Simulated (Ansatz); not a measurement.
# In₃Cu: a line through a two-coordinate scan

An exercise on one series of results from a longer session: the logs are not shown, and one member is left open.

Computed with Ansatz 0.2.0 (DFT LDA, scalar-relativistic, plane waves, PAW, unless a step's input says otherwise).

16 further runs of the same task are left out: 16 set aside as unsound or not needed.

**The system as given**

The structure is cubic, space group Pm-3m (No. 221). The conventional cell has a = 4.331 Å, b = 4.331 Å, c = 4.331 Å, α = 90.00°, β = 90.00°, γ = 90.00°. Around In (site symmetry 4/mmm) lie 8 In at 3.06 Å and 4 Cu at 3.06 Å. Around Cu (site symmetry m-3m) lie 12 In at 3.06 Å.

Coordinates:

```
CELL_PARAMETERS angstrom
4.33110 0.00000 0.00000
0.00000 4.33110 0.00000
0.00000 0.00000 4.33110
ATOMIC_POSITIONS crystal
In 0.00000 0.50000 0.50000
In 0.50000 0.00000 0.50000
In 0.50000 0.50000 0.00000
Cu 0.00000 0.00000 0.00000
```

It goes back to an entry of the Materials Project, which need not be the stable form.

It is the result of an earlier relaxation at this level (volume 20.31 Å³/atom; gap on the mesh: none (metal)).

**What is varied**

The energy is mapped over volume and the cell's shape.

- volume per atom: 7 values from 18.69 to 21.94 Å³
- length along [111] over the lengths across it, relative to the cubic cell: 7 values from 0.923 to 1.083

Nothing else is relaxed (symmetry fixes all fractional coordinates). Energies count from the relaxed crystal. Points are written as (first, second).

Set-up of the first run:

The input, input.yaml:

```yaml
crystal:
  lattice:
    - [4.2123596621, 0.0, 0.0]
    - [0.0, 4.2123596621, 0.0]
    - [0.0, 0.0, 4.2123596621]
  atoms:
    - { symbol: In, position: [0.0, 0.5, 0.5] }
    - { symbol: In, position: [0.5, 0.0, 0.5] }
    - { symbol: In, position: [0.5, 0.5, 0.0] }
    - { symbol: Cu, position: [0.0, 0.0, 0.0] }
basis:
  ecutwfc: 520.0
kpoints:
  mp_grid: { grid: [10, 10, 10] }
hamiltonian:
  xc: lda
scf:
  occupations: { method: gaussian, width: 0.15 }
output:
  forces: true
  stress: true
  eigenvalues: true
```

Started as:

```sh
ansatz run input.yaml --threads 2 --pin off --max-ram 4096MiB --backend cpu --events-out ev --progress --plain --runs-dir out
```

Steps of the session up to this table: The run at (18.69 Å³, 1.000); Grid point (19.23 Å³, 1.000); Point (19.77 Å³, 1.000); Grid point (20.85 Å³, 1.000); Point (21.39 Å³, 1.000).

One table of the session follows, with a row left open; its other results are not shown here.

| volume per atom (Å³) | energy (meV/atom) | slope (meV/atom per Å³) | pressure (GPa) |
| --- | --- | --- | --- |
| 18.69 | 29.0 | −39 | 6.3 |
| 19.23 | 12.0 | −24 | 3.8 |
| 19.77 | 2.8 | −11 | 1.7 |
| 20.31 | 0.0 | 0 | 0.0 |
| 20.85 | 2.8 | 10 | −1.6 |
| 21.39 | ? | ? | ? |
| 21.94 | 22.3 | 25 | −4.1 |

**Question.** Estimate the row for volume per atom (Å³) = 21.39.

Worked estimate for «energy (meV/atom)». A straight line through the neighbours (20.85, 2.8) and (21.94, 22.3) gives 2.8 + (22.3 − 2.8) × (21.39 − 20.85) / (21.94 − 20.85) = 12.5; a parabola fitted to 3 rows on both sides gives 10.1.

**Answer.** energy (meV/atom): 10.4; slope (meV/atom per Å³): 18; pressure (GPa): −2.9. In «energy (meV/atom)» the line misses by +2.1 and the parabola by -0.3.

Energies count from the relaxed crystal. Rows without a step come from runs not printed here or follow by symmetry. Slopes come from the forces (and the stress, where the cell changes), not from differences of energies.

In words: Along the line the energy is lowest at 20.31 Å³, 0.0 meV/atom from the zero. A fit to energies and slopes at the lowest point and its two neighbours puts the minimum at 20.298 Å³, with a curvature of about 19 meV/atom per (Å³)². V·d²E/dV² there is about 62 GPa, a bulk modulus under this line's constraint. The highest point computed, at 18.69 Å³, lies 29.0 meV/atom above the lowest. This is one cut through a surface in two coordinates; the map's lowest point lies off it.
